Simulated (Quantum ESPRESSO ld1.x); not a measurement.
**S¹²⁺ in 1s1.5 2s2 2p0.5: an all-electron calculation**

What are the levels of the sulfur ion S12+, how large are its shells, and how does its energy divide?

Method: scalar-relativistic Kohn-Sham, LDA (Slater exchange, Perdew-Zunger correlation), spin-polarised, spherical densities, point nucleus; open shells are filled with parallel spins first. Code: Quantum ESPRESSO ld1.x 7.5.

## (1) Starting point

* element: sulfur (Z = 16)
* charge: +12
* electrons: 4
* configuration: 1s1.5 2s2 2p0.5

## (2) The calculation

Input file ld1.in:

```fortran
 &input
    atom='S',
    iswitch=1,
    rel=1,
    lsd=1,
    dft='PZ',
    config='1s1.5 2s2 2p0.5',
    verbosity='high',
    prefix='ld1',
    max_out_wfc=37,
    file_charge='ld1.rho',
 /
```

What does the calculation give?

The runs gave:

| quantity | value |
| --- | --- |
| total energy | -251.7549 hartree |
| exchange-correlation share of it | 3.85 % |
| −T/E | 1.0051 |
| highest occupied level | 2p up, -608.36 eV |
| most extended occupied level | 2s down, <r> = 0.409 bohr |
| radius at density 0.001 e/bohr³ | 1.14 bohr |
| maxima of the radial density | 2 |

2 principal shells are occupied and 2 maxima appear in the radial density. Relativity lifts −T/E to 1.005. This is not the tabulated ground configuration, so its levels and sizes aren't those of the ground state, and no measured value stands beside it.
